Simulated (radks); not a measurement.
# Tl⁶⁺ in [Xe] 4f14 5d7: an all-electron calculation

What are the levels of the thallium ion Tl6+, how large are its shells, and how does its energy divide?

The numbers are computed with radks (a radial shooting solver on a logarithmic mesh, Libxc functionals) version 1 (scalar-relativistic Kohn-Sham, PBEsol, spin-polarised, spherical densities, point nucleus; open shells are filled with parallel spins first), except any that are marked as measured or tabulated.

## (1) The atom as given

- element: thallium (Z = 81)
- charge: +6
- electrons: 75
- configuration: [Xe] 4f14 5d7

The outer shells:

Tl⁶⁺
```
[Xe] core
4f [↑↓][↑↓][↑↓][↑↓][↑↓][↑↓][↑↓]
5d [↑↓][↑↓][↑ ][↑ ][↑ ]
```

## (2) The run

Input:

```text
Z 81
configuration [Xe] 4f14 5d7 6s0 6p0 5f0 6d0
relativity scalar-relativistic
functional pbe_sol,pbe_sol
spin polarised
nucleus point
c 137.035999084
```

**Question.** What will this run give?

The runs gave:

```
                        quantity                     value
                    total energy       -20231.0156 hartree
exchange-correlation share of it                    1.83 %
                            −T/E                    1.1267
          highest occupied level       5d down, -90.900 eV
    most extended occupied level  5d down, <r> = 1.23 bohr
 radius at density 0.001 e/bohr³                 2.77 bohr
    maxima of the radial density                         4
         ionisation energy, NIST            98 (theory) eV
```

**Reading.** The radial density shows 4 maxima for 5 occupied principal shells; where shells overlap, one shows as a shoulder or not at all. Relativity lifts −T/E to 1.127. The top level binds by 90.900 eV, 93 % of the NIST ionisation energy of 98 eV. Open shells are spherical and high-spin; term and fine-structure splittings are not resolved. Spin-orbit splitting is averaged out at the scalar-relativistic level.
